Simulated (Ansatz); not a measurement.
# Bi2S2O: the cost of one run

Computed with Ansatz 0.2.0 (DFT PBEsol, spin-orbit coupling, plane waves, PAW, and further levels as typed in the inputs, unless a step's input says otherwise).

**1. The structure to begin with**

The structure is tetragonal, space group P4/nmm (No. 129). Conventional cell: a = 3.948 Å, b = 3.948 Å, c = 13.910 Å, α = 90.00°, β = 90.00°, γ = 90.00°. Bi (site symmetry 4mm) is surrounded by 5 S at 2.50 to 2.81 Å. Bi (site symmetry 4mm) has 4 O at 2.34 Å as nearest neighbours. Around S (site symmetry 4mm) lie 4 Bi at 2.81 Å. Around S (site symmetry 4mm) lie 1 Bi at 2.50 Å. O (site symmetry -4m2) has 4 Bi at 2.34 Å as nearest neighbours.

Structure file:

```xyz
10
Lattice="3.9482 0.0000 0.0000 0.0000 3.9482 0.0000 0.0000 0.0000 13.9100" Properties=species:S:1:pos:R:3 pbc="T T T"
Bi    0.0000    1.9741   12.0590
Bi    1.9741    0.0000    1.8510
Bi    1.9741    0.0000    8.2043
Bi    0.0000    1.9741    5.7057
S     1.9741    0.0000   12.4185
S     0.0000    1.9741    1.4915
S     0.0000    1.9741    9.5566
S     1.9741    0.0000    4.3534
O     0.0000    0.0000    6.9550
O     1.9741    1.9741    6.9550
```

It is the end of an earlier run, which began from a cell of the Materials Project (structure only).

**2. Single point: Bi2S2O**

It takes the final geometry of an earlier run.

input.yaml

```yaml
crystal:
  lattice:
    - [3.9482337178, 0.0, 0.0]
    - [0.0, 3.9482337178, 0.0]
    - [0.0, 0.0, 13.9100492931]
  atoms:
    - { symbol: Bi, position: [0.0, 0.5, 0.8669281705] }
    - { symbol: Bi, position: [0.5, 0.0, 0.1330718295] }
    - { symbol: Bi, position: [0.5, 0.0, 0.5898115717] }
    - { symbol: Bi, position: [0.0, 0.5, 0.4101884283] }
    - { symbol: S, position: [0.5, 0.0, 0.8927738952] }
    - { symbol: S, position: [0.0, 0.5, 0.1072261048] }
    - { symbol: S, position: [0.0, 0.5, 0.687030909] }
    - { symbol: S, position: [0.5, 0.0, 0.312969091] }
    - { symbol: O, position: [0.0, 0.0, 0.5] }
    - { symbol: O, position: [0.5, 0.5, 0.5] }
scf:
  occupations: { method: gaussian, width: 0.01 }
output:
  eigenvalues: true
  write_density: true
  write_potential: true
  elf: true
  volumetric_format: npy
kpoints:
  mp_grid: { grid: [8, 8, 4] }
hamiltonian:
  xc: pbesol
magnetization:
  noncollinear: true
  spin_orbit: true
```

Run with:

```sh
ansatz run input.yaml --threads 8 --pin off --max-ram 24576MiB --backend cpu --events-out ev --progress --plain --runs-dir out
```

Q: Estimate wall time and peak memory on 8 threads of Intel Xeon Platinum 8488C (Sapphire Rapids), shared host.

About 28 s, with a peak of 3.7 GiB.
